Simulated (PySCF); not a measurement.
# C₄H₂O₂S: excited states, first hyperpolarisability

Wanted: excited states, first hyperpolarisability for C₄H₂O₂S (`O=c1c(O)c1C=S`).

Programs: PySCF 2.14.0, with routines of our own; each step states its level. All values are computed. Atoms count from 0.

### 1 The system as given

9 atoms, charge 0, multiplicity 1; geometry from: GFN2-xTB.

### 2 Optimising the geometry at PBE0-D3(BJ)/def2-SVP

The job: settings as JSON, then the geometry in Å.

```
{"job": {"xc": "PBE0", "basis": "def2-SVP", "d3": "d3bj", "grid": 2, "kind": "geom"}, "charge": 0, "multiplicity": 1}
O     -2.276995     0.535175     1.006758
C     -1.252581     0.240298     0.463356
C     -0.563449    -0.384750    -0.629664
O     -0.517028    -1.051190    -1.752185
C      0.178602     0.216764     0.359582
C      1.472309     0.528329     0.824771
S      2.836157     0.130136     0.021994
H     -1.401211    -1.273658    -2.086287
H      1.537758     1.064890     1.766496
```

On the command line:

```console
> OMP_NUM_THREADS=1 python excited_run.py task.json out
```

One launch serves the whole session: the jobs run in the order shown.

Output:

```text
step   0  E = -701.34076604  max force = 0.022488
step   1  E = -701.34196265  max force = 0.004281
step   2  E = -701.34227671  max force = 0.002769
step   3  E = -701.34237411  max force = 0.002500
step   4  E = -701.34242687  max force = 0.002092
step   5  E = -701.34247063  max force = 0.002855
step   6  E = -701.34250357  max force = 0.002124
step   7  E = -701.34251806  max force = 0.001207
step   8  E = -701.34252548  max force = 0.000579
step   9  E = -701.34252740  max force = 0.000313
optimisation converged
```

Wall time 45 s (1 thread of Arm Neoverse V2, shared host); peak memory 0.59 GiB.

Step by step:

```
step  energy from step 0 (eV)  largest force component (eV/Å)
   0                   0.0000                          1.1564
   1                  -0.0326                          0.2201
   2                  -0.0411                          0.1424
   3                  -0.0438                          0.1286
   4                  -0.0452                          0.1076
   5                  -0.0464                          0.1468
   6                  -0.0473                          0.1092
   7                  -0.0477                          0.0621
   8                  -0.0479                          0.0298
   9                  -0.0479                          0.0161
```

Distances of close pairs at the start and the end, largest changes first:

```
 bond  before (Å)  after (Å)  change (Å)
C4–C5       1.410      1.439      +0.030
C2–C4       1.375      1.360      -0.015
C5–H8       1.086      1.100      +0.015
C1–C2       1.435      1.447      +0.012
C5–S6       1.632      1.624      -0.008
C1–C4       1.435      1.440      +0.005
O3–H7       0.971      0.968      -0.003
O0–C1       1.197      1.199      +0.002
```

The next job starts from the end point, and lists it.

```
                         at the end point                value
  point group (found at 0.08 Å tolerance)                   Cs
rotational constants (GHz, main isotopes)  4.103, 1.316, 0.996
                        dipole moment (D)                 2.46
```

### 3 Excited states: TDA wB97X-D/def2-TZVPD

The job: settings as JSON, then the geometry in Å.

```
{"job": {"kind": "states", "xc": "wB97X-D", "basis": "def2-TZVPD", "tda": true, "soc": true, "nstates": 6, "ntriplets": 5, "nquad": 4}, "charge": 0, "multiplicity": 1}
O     -2.279491     0.488635     1.064656
C     -1.272536     0.233855     0.466717
C     -0.577561    -0.175087    -0.735309
O     -0.466701    -0.546438    -1.982801
C      0.158344     0.099666     0.374924
C      1.467820     0.177891     0.967203
S      2.846354    -0.164809     0.180743
H     -1.346467    -0.598757    -2.382164
H      1.478975     0.493500     2.021373
```

With the program's defaults for keys left out, this is: TDA wB97X-D/def2-TZVPD excited states, vertical, gas phase, spin-orbit mean-field couplings.

Output:

```text
coarse grid: 9384 points
cycle   1  E = -701.9498450807  dE =  1.755e+00  |g| = 1.048e+00  |ddm| = 4.063e+00
cycle   2  E = -701.6033863495  dE =  3.465e-01  |g| = 1.767e+00  |ddm| = 2.328e+00
cycle   3  E = -702.1845464293  dE = -5.812e-01  |g| = 1.241e-01  |ddm| = 1.361e+00
cycle   4  E = -702.1869341934  dE = -2.388e-03  |g| = 7.846e-02  |ddm| = 2.621e-01
cycle   5  E = -702.1881319378  dE = -1.198e-03  |g| = 1.650e-02  |ddm| = 1.130e-01
cycle   6  E = -702.1882047003  dE = -7.276e-05  |g| = 7.372e-03  |ddm| = 5.303e-02
cycle   7  E = -702.1882208415  dE = -1.614e-05  |g| = 2.819e-03  |ddm| = 2.003e-02
cycle   8  E = -702.1882245695  dE = -3.728e-06  |g| = 9.457e-04  |ddm| = 1.100e-02
final grid: 89744 points
cycle   9  E = -702.1778661151  dE = -1.590e-04  |g| = 5.813e-03  |ddm| = 4.710e-01
cycle  10  E = -702.1778695329  dE = -3.418e-06  |g| = 4.277e-03  |ddm| = 3.901e-02
cycle  11  E = -702.1778721719  dE = -2.639e-06  |g| = 1.383e-03  |ddm| = 6.408e-03
cycle  12  E = -702.1778726097  dE = -4.378e-07  |g| = 5.813e-04  |ddm| = 3.318e-03
cycle  13  E = -702.1778727089  dE = -9.927e-08  |g| = 2.456e-04  |ddm| = 1.903e-03
cycle  14  E = -702.1778727298  dE = -2.088e-08  |g| = 7.401e-05  |ddm| = 7.708e-04
cycle  15  E = -702.1778727334  dE = -3.547e-09  |g| = 3.516e-05  |ddm| = 4.476e-04
cycle  16  E = -702.1778727340  dE = -6.149e-10  |g| = 1.201e-05  |ddm| = 1.681e-04
converged SCF energy = -702.1778727340

Singlet excitations
state   eV       nm        f     d(h-e)  d(exc)  Lambda  PR(NTO)  |dmu|/D   mu/D   main configurations
  1   1.9392   639.4   0.00010   0.813   2.653   0.534   1.007    1.804    2.877   H->L 0.90, H-1->L 0.09
  2   3.4164   362.9   0.00105   2.199   3.539   0.484   1.024    5.977    6.339   H-1->L 0.87, H->L 0.09
  3   4.6212   268.3   0.52062   1.435   3.300   0.736   1.121    3.450    4.340   H-2->L 0.93
  4   5.9246   209.3   0.00109   0.739   2.811   0.509   1.149    2.063    3.197   H-4->L 0.89
  5   5.9870   207.1   0.00131   1.452   3.792   0.230   1.147                     H->L+1 0.60, H-1->L+1 0.20
  6   6.2184   199.4   0.00174   0.434   2.325   0.380   1.220                     H->L+7 0.18, H-1->L+7 0.18, H-1->L+10 0.12

Triplet excitations (Tamm-Dancoff)
state   eV     d(h-e)  d(exc)  Lambda  PR(NTO)   main configurations
  1   1.4540   0.840   2.599   0.532   1.008   H->L 0.87, H-1->L 0.10
  2   2.4505   0.306   2.831   0.757   1.043   H-2->L 0.87, H-3->L 0.10
  3   3.1296   2.078   3.446   0.484   1.033   H-1->L 0.83, H->L 0.10
  4   4.3739   0.843   2.695   0.782   1.210   H-3->L 0.77, H-2->L 0.09
  5   5.4467   0.113   2.633   0.524   1.132   H-4->L 0.73, H-5->L 0.17
S1 - T1 = 0.4853 eV

Spin-orbit couplings |<S|Hso|T>| (cm-1)
             T1       T2       T3       T4       T5
S0      176.756    0.392   61.844    0.543  119.455
S1        0.785  125.532   39.036   59.054  115.822
S2       36.276   30.894    2.232   36.024   13.180
S3       99.793    0.297   30.808    0.342   62.713
S4       81.115   52.222    3.350   27.514    6.215
S5       21.202    2.417    3.141    1.192    7.798
S6       38.111   26.031    5.282   10.963    1.882
T1 sublevels (cm-1): 0.000 0.237 4.468   radiative rates (1/s): 0.308 1.05 4e+03
```

Wall time 56 s (1 thread of Arm Neoverse V2, shared host); peak memory 1 GiB.

From this job:

```
  quantity    value
S1 less T1  0.49 eV
```

Orbitals, density, ELF and potential are computed afterwards from the orbital file.

Frontier orbitals at wB97X-D/def2-TZVPD, with the share of their density that lies nearest to each atom:

```
orbital  energy (eV)                    lies on
   HOMO        -8.79           S6 65 %; O0 13 %
   LUMO        -1.78  S6 39 %; C5 27 %; C2 11 %
```

ELF in a plane through or near 9 of the atoms.

Ten even steps from ' ' (0.00) to '@' (1.00):
```
                                                        
                                                        
                            ........                    
                          ::++**##**++--..              
                          --##%%%%%%%%**--..            
              ..          ..++##::==%%%%++::            
          ==%%@@**      ....==##%%####**--..            
        ++@@@@@@@@==..::##%%**----++--                  
        ==%%@@@@@@**--++##%%%%--++%%**..                
          ..##%%##--**%%++++++++**@@%%--                
            ::++::++==%%--==@@++%%--++..  ..            
  ..==######****%%##++::::++##++**%%####@@@@##==        
  ::**%%@@@@----::**++..    ....**----%%@@@@##==        
  ::**%%@@@@::##--%%@@**      ::%%@@%%##**++::..        
    --##%%%%##++##@@@@%%::    ..##%%%%++..              
      ..--==**##%%@@%%##::      ::----..                
          ..::--++****==                                
                                                        
                                                        
                                                        
```
The map spans 10.3 Å across and 9.8 Å up, centred on the molecule. Atoms in the plane (x, y in Å): O0 (1.1, 2.3), C1 (0.7, 1.2), C2 (0.9, -0.3), O3 (1.6, -1.4), C4 (-0.4, 0.2), C5 (-1.8, -0.1), S6 (-2.4, -1.6), H7 (2.5, -1.2), H8 (-2.4, 0.8).

On the surface of density 0.002 e/bohr³ the electrostatic potential runs, from the 1st to the 99th percentile, from -1.65 V near O0 to 3.57 V near H7.

### 4 Excited states: TDDFT CAM-B3LYP/def2-TZVPD

Settings changed since step 3:

```diff
@@ -1,2 +1,2 @@
-{"job": {"kind": "states", "xc": "wB97X-D", "basis": "def2-TZVPD", "tda": true, "soc": true, "nstates": 6, "ntriplets": 5, "nquad": 4}, "charge": 0, "multiplicity": 1}
+{"job": {"kind": "states", "xc": "CAM-B3LYP", "basis": "def2-TZVPD", "tpa": true, "nstates": 8, "nquad": 6, "ntriplets": 0}, "charge": 0, "multiplicity": 1}
 O     -2.279491     0.488635     1.064656
```

Method: TDDFT CAM-B3LYP/def2-TZVPD excited states, vertical, gas phase, two-photon moments by quadratic response.

Output:

```text
coarse grid: 9384 points
cycle   1  E = -701.9536027628  dE =  1.715e+00  |g| = 1.023e+00  |ddm| = 3.629e+00
cycle   2  E = -701.4997589863  dE =  4.538e-01  |g| = 1.889e+00  |ddm| = 2.303e+00
cycle   3  E = -702.1687426722  dE = -6.690e-01  |g| = 1.405e-01  |ddm| = 1.421e+00
cycle   4  E = -702.1714518675  dE = -2.709e-03  |g| = 9.148e-02  |ddm| = 2.062e-01
cycle   5  E = -702.1730282653  dE = -1.576e-03  |g| = 1.669e-02  |ddm| = 9.248e-02
cycle   6  E = -702.1730897677  dE = -6.150e-05  |g| = 6.855e-03  |ddm| = 3.581e-02
cycle   7  E = -702.1731009646  dE = -1.120e-05  |g| = 2.784e-03  |ddm| = 1.384e-02
cycle   8  E = -702.1731034041  dE = -2.440e-06  |g| = 1.051e-03  |ddm| = 6.489e-03
final grid: 89744 points
cycle   9  E = -702.1685146127  dE = -2.525e-05  |g| = 2.880e-03  |ddm| = 1.294e-01
cycle  10  E = -702.1685138053  dE =  8.074e-07  |g| = 3.574e-03  |ddm| = 1.037e-02
cycle  11  E = -702.1685162847  dE = -2.479e-06  |g| = 7.210e-04  |ddm| = 3.305e-03
cycle  12  E = -702.1685163718  dE = -8.706e-08  |g| = 2.347e-04  |ddm| = 8.059e-04
cycle  13  E = -702.1685163857  dE = -1.393e-08  |g| = 9.832e-05  |ddm| = 4.526e-04
cycle  14  E = -702.1685163884  dE = -2.637e-09  |g| = 3.008e-05  |ddm| = 2.112e-04
cycle  15  E = -702.1685163888  dE = -4.187e-10  |g| = 1.550e-05  |ddm| = 1.175e-04
converged SCF energy = -702.1685163888

Singlet excitations
state   eV       nm        f     d(h-e)  d(exc)  Lambda  PR(NTO)  |dmu|/D   mu/D   delta(TPA)   sigma/GM   main configurations
  1   1.8825   658.6   0.00008   0.819   2.663   0.534   1.009    1.914    3.016        0.16      0.000   H->L 0.91
  2   3.4086   363.7   0.00067   2.258   3.580   0.481   1.025    6.048    6.293       11.52      0.049   H-1->L 0.88
  3   4.3093   287.7   0.37046   1.310   3.256   0.729   1.176    3.251    4.109      638.39      4.343   H-2->L 0.97
  4   5.6677   218.8   0.00101   1.764   3.938   0.228   1.090    6.935    5.332       10.53      0.124   H->L+1 0.66, H-1->L+1 0.21
  5   5.9235   209.3   0.00091   0.673   2.794   0.508   1.198    1.837    2.947        0.49      0.006   H-4->L 0.86
  6   6.1604   201.3   0.00147   0.418   2.367   0.402   1.311    0.998    1.444        1.10      0.015   H-1->L+10 0.23, H-1->L+7 0.15, H->L+10 0.13
  7   6.2638   197.9   0.03643   0.784   3.633   0.271   1.561                                            H->L+2 0.39, H-1->L+1 0.37
  8   6.2796   197.4   0.00140   1.836   3.902   0.274   1.071                                            H-2->L+1 0.89
```

Run time: 70 s. Hardware: 1 thread of Arm Neoverse V2, shared host; peak memory 1.1 GiB.

### 5 First hyperpolarisability: quadratic response CAM-B3LYP/def2-TZVPD

Settings changed since step 4:

```diff
@@ -1,2 +1,2 @@
-{"job": {"kind": "states", "xc": "CAM-B3LYP", "basis": "def2-TZVPD", "tpa": true, "nstates": 8, "nquad": 6, "ntriplets": 0}, "charge": 0, "multiplicity": 1}
+{"job": {"kind": "beta", "xc": "CAM-B3LYP", "basis": "def2-TZVPD"}, "charge": 0, "multiplicity": 1}
 O     -2.279491     0.488635     1.064656
```

Method: quadratic response CAM-B3LYP/def2-TZVPD first hyperpolarisability, Taylor convention, gas phase.

Output:

```text
coarse grid: 9384 points
cycle   1  E = -701.9536027628  dE =  1.715e+00  |g| = 1.023e+00  |ddm| = 3.629e+00
cycle   2  E = -701.4997589863  dE =  4.538e-01  |g| = 1.889e+00  |ddm| = 2.303e+00
cycle   3  E = -702.1687426722  dE = -6.690e-01  |g| = 1.405e-01  |ddm| = 1.421e+00
cycle   4  E = -702.1714518675  dE = -2.709e-03  |g| = 9.148e-02  |ddm| = 2.062e-01
cycle   5  E = -702.1730282653  dE = -1.576e-03  |g| = 1.669e-02  |ddm| = 9.248e-02
cycle   6  E = -702.1730897677  dE = -6.150e-05  |g| = 6.855e-03  |ddm| = 3.581e-02
cycle   7  E = -702.1731009646  dE = -1.120e-05  |g| = 2.784e-03  |ddm| = 1.384e-02
cycle   8  E = -702.1731034041  dE = -2.440e-06  |g| = 1.051e-03  |ddm| = 6.489e-03
final grid: 89744 points
cycle   9  E = -702.1685146127  dE = -2.525e-05  |g| = 2.880e-03  |ddm| = 1.294e-01
cycle  10  E = -702.1685138053  dE =  8.074e-07  |g| = 3.574e-03  |ddm| = 1.037e-02
cycle  11  E = -702.1685162847  dE = -2.479e-06  |g| = 7.210e-04  |ddm| = 3.305e-03
cycle  12  E = -702.1685163718  dE = -8.706e-08  |g| = 2.347e-04  |ddm| = 8.059e-04
cycle  13  E = -702.1685163857  dE = -1.393e-08  |g| = 9.832e-05  |ddm| = 4.526e-04
cycle  14  E = -702.1685163884  dE = -2.637e-09  |g| = 3.008e-05  |ddm| = 2.112e-04
cycle  15  E = -702.1685163888  dE = -4.187e-10  |g| = 1.550e-05  |ddm| = 1.175e-04
converged SCF energy = -702.1685163888

Lowest singlets (eV, f): 1.8825 0.0001  3.4086 0.0007  4.3093 0.3704

First hyperpolarisability (au)
process     nm      |vector|   parallel      HRS      DR
static         -     1039.40     107.03     411.31   5.917
shg       1907.0     1166.81     117.53     462.68   5.823
eope      1907.0     1079.07      110.3          -       -
eope      1064.0     1176.74     118.32          -       -
```

Run time: 53 s. Hardware: 1 thread of Arm Neoverse V2, shared host; peak memory 1.1 GiB.

Warnings kept with the result: second harmonic within 0.3 eV of the first excitation or beyond it: left out.

### 6 Excited states: TDA wB97X-D/def2-TZVPD in chloroform

Settings changed since step 5:

```diff
@@ -1,2 +1,2 @@
-{"job": {"kind": "beta", "xc": "CAM-B3LYP", "basis": "def2-TZVPD"}, "charge": 0, "multiplicity": 1}
+{"job": {"kind": "states", "xc": "wB97X-D", "basis": "def2-TZVPD", "tda": true, "soc": true, "nstates": 6, "ntriplets": 5, "nquad": 4, "solvent": "chloroform"}, "charge": 0, "multiplicity": 1}
 O     -2.279491     0.488635     1.064656
```

Level: TDA wB97X-D/def2-TZVPD excited states, vertical, IEF-PCM chloroform (non-equilibrium response), spin-orbit mean-field couplings.

Output:

```text
coarse grid: 9384 points
cycle   1  E = -701.9855322898  dE =  1.719e+00  |g| = 1.011e+00  |ddm| = 4.042e+00
cycle   2  E = -701.7499837477  dE =  2.355e-01  |g| = 1.571e+00  |ddm| = 2.126e+00
cycle   3  E = -702.1984890562  dE = -4.485e-01  |g| = 1.020e-01  |ddm| = 1.227e+00
cycle   4  E = -702.2002351597  dE = -1.746e-03  |g| = 6.263e-02  |ddm| = 2.699e-01
cycle   5  E = -702.2010363800  dE = -8.012e-04  |g| = 1.368e-02  |ddm| = 1.161e-01
cycle   6  E = -702.2010943380  dE = -5.796e-05  |g| = 6.206e-03  |ddm| = 5.274e-02
cycle   7  E = -702.2011068274  dE = -1.249e-05  |g| = 2.195e-03  |ddm| = 1.844e-02
cycle   8  E = -702.2011102285  dE = -3.401e-06  |g| = 7.473e-04  |ddm| = 1.106e-02
final grid: 89744 points
cycle   9  E = -702.1906946422  dE = -1.583e-04  |g| = 5.926e-03  |ddm| = 4.661e-01
cycle  10  E = -702.1906983430  dE = -3.701e-06  |g| = 4.474e-03  |ddm| = 3.662e-02
cycle  11  E = -702.1907012461  dE = -2.903e-06  |g| = 1.289e-03  |ddm| = 5.581e-03
cycle  12  E = -702.1907016925  dE = -4.464e-07  |g| = 5.689e-04  |ddm| = 3.489e-03
cycle  13  E = -702.1907018151  dE = -1.226e-07  |g| = 2.424e-04  |ddm| = 2.267e-03
cycle  14  E = -702.1907018412  dE = -2.615e-08  |g| = 8.564e-05  |ddm| = 1.008e-03
cycle  15  E = -702.1907018473  dE = -6.011e-09  |g| = 3.299e-05  |ddm| = 7.133e-04
cycle  16  E = -702.1907018480  dE = -7.116e-10  |g| = 1.151e-05  |ddm| = 2.408e-04
converged SCF energy = -702.1907018480

Singlet excitations
state   eV       nm        f     d(h-e)  d(exc)  Lambda  PR(NTO)  |dmu|/D   mu/D   main configurations
  1   2.0201   613.8   0.00011   0.837   2.655   0.542   1.007    2.237    3.417   H->L 0.92
  2   3.5542   348.8   0.00124   2.142   3.506   0.587   1.024    6.945    7.507   H-2->L 0.63, H-1->L 0.26
  3   4.4388   279.3   0.61848   1.281   3.249   0.635   1.096    4.092    5.302   H-1->L 0.67, H-2->L 0.28
  4   5.9020   210.1   0.00142   0.748   2.813   0.514   1.088    2.503    3.949   H-4->L 0.92
  5   6.2470   198.5   0.02603   0.690   3.663   0.260   1.291                     H->L+1 0.61, H->L+3 0.12
  6   6.3289   195.9   0.00198   0.388   2.320   0.487   1.207                     H->L+7 0.21, H-2->L+7 0.19, H-2->L+8 0.19

Triplet excitations (Tamm-Dancoff)
state   eV     d(h-e)  d(exc)  Lambda  PR(NTO)   main configurations
  1   1.5625   0.859   2.607   0.542   1.008   H->L 0.90
  2   2.4987   0.267   2.819   0.663   1.042   H-1->L 0.63, H-2->L 0.25, H-3->L 0.10
  3   3.2716   2.018   3.415   0.583   1.033   H-2->L 0.61, H-1->L 0.24
  4   4.4007   0.807   2.686   0.779   1.195   H-3->L 0.78
  5   5.4574   0.189   2.651   0.524   1.111   H-4->L 0.77, H-5->L 0.15
S1 - T1 = 0.4577 eV

Spin-orbit couplings |<S|Hso|T>| (cm-1)
             T1       T2       T3       T4       T5
S0      172.888    0.321   61.226    0.564  113.478
S1        0.685  126.170   40.541   59.193  110.919
S2       37.757   32.545    2.108   34.034   11.299
S3      104.460    0.307   31.890    0.359   62.298
S4       80.264   52.283    2.773   28.576    5.678
S5       25.648    1.363    2.817    0.657    8.223
S6       37.080   26.379    6.668   10.844    2.865
T1 sublevels (cm-1): 0.000 0.217 4.255   radiative rates (1/s): 0.716 1.56 5.08e+03
```

Run time: 54 s. Hardware: 1 thread of Arm Neoverse V2, shared host; peak memory 1 GiB.

Key values:

```
  quantity    value
S1 less T1  0.46 eV
```

### 7 Results

| quantity | value |
| --- | --- |
| point group | Cs |
| rotational constants (main isotopes) | 4.10, 1.32, 1.00 GHz |
| S1 less T1 (step 3, TDA wB97X-D/def2-TZVPD) | 0.49 eV |
| surface potential, 1st and 99th percentile | -1.65 V and 3.57 V |
| β vector (step 5, quadratic response CAM-B3LYP/def2-TZVPD) | static 1039, SHG 1907.0 nm 1167 au |
| S1 less T1 (step 6, TDA wB97X-D/def2-TZVPD in chloroform) | 0.46 eV |

What this shows: The optimisation took 9 steps and gained 0.048 eV; among the close pairs (by a distance rule), C4–C5 changed most, from 1.410 to 1.439 Å. No frequency check was run at this level, so the end point may be a saddle. In step 3, the number of triplets below S1 is 1, and the largest singlet-triplet spin-orbit coupling is S0–T1, 176.76 cm⁻¹. By nearest atom (wB97X-D/def2-TZVPD), the HOMO sits on S6 65 %; O0 13 % and the LUMO on S6 39 %; C5 27 %. β grows from 1039 au (static) to 1167 au for doubling at 1907.0 nm: normal dispersion, which grows as twice the photon energy moves toward the bright states. In step 6, the number of triplets below S1 is 1, and the largest singlet-triplet spin-orbit coupling is S0–T1, 172.89 cm⁻¹.
